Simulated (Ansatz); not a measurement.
# Ti: the cost of one run

Program: Ansatz 0.2.0. Level of theory: DFT PBEsol, scalar-relativistic. These are calculated values, not measurements.

### 1 The starting structure

Symmetry: Im-3m, No. 229, cubic system. The conventional cell has a = 3.282 Å, b = 3.282 Å, c = 3.282 Å, α = 90.00°, β = 90.00°, γ = 90.00°. Ti (site symmetry m-3m) has 8 Ti at 2.84 Å as nearest neighbours.

As a file:

```cif
data_structure
_symmetry_space_group_name_H-M 'Im-3m'
_symmetry_Int_Tables_number 229
_cell_length_a 3.2820
_cell_length_b 3.2820
_cell_length_c 3.2820
_cell_angle_alpha 90.000
_cell_angle_beta 90.000
_cell_angle_gamma 90.000
_cell_volume 35.35
loop_
_atom_site_label
_atom_site_type_symbol
_atom_site_symmetry_multiplicity
_atom_site_Wyckoff_symbol
_atom_site_fract_x
_atom_site_fract_y
_atom_site_fract_z
_atom_site_occupancy
Ti1 Ti 2 a 0.00000 0.00000 0.00000 1
```

The file gives the conventional cell by its symmetry; the runs use the cell typed in the input.

The cell comes from a crystallographic database entry that wasn't checked; take it as a given geometry, which may be far from equilibrium.

### 2 Volume × 0.94, LAPW

input.yaml reads:

```yaml
crystal:
  lattice:
    - [-1.6075008044, 1.6075008044, 1.6075008044]
    - [1.6075008044, -1.6075008044, 1.6075008044]
    - [1.6075008044, 1.6075008044, -1.6075008044]
  atoms:
    - { symbol: Ti, position: [0.0, 0.0, 0.0] }
kpoints:
  mp_grid: { grid: [14, 14, 14] }
  band_path:
    path:
      - [0.0, 0.0, 0.0]
      - [0.5, -0.5, 0.5]
      - [0.0, 0.0, 0.5]
      - [0.0, 0.0, 0.0]
      - [0.25, 0.25, 0.25]
      - [0.5, -0.5, 0.5]
      - [0.25, 0.25, 0.25]
      - [0.0, 0.0, 0.5]
    npoints: 5
scf:
  occupations: { method: fermi_dirac, width: 0.05 }
hamiltonian:
  xc: pbesol
  pseudopotentials: { kind: all_electron, lapw: { basis_error: 0.00025 } }
output:
  forces: true
  stress: true
  eigenvalues: true
```

On the command line:

```
> ansatz run input.yaml --threads 1 --pin off --max-ram 3072MiB --backend cpu --events-out ev --progress --plain --runs-dir out
```

What time and memory should one allow on 1 thread of Arm Neoverse V1, shared host?

About 8 s, with a peak of 0.28 GiB.
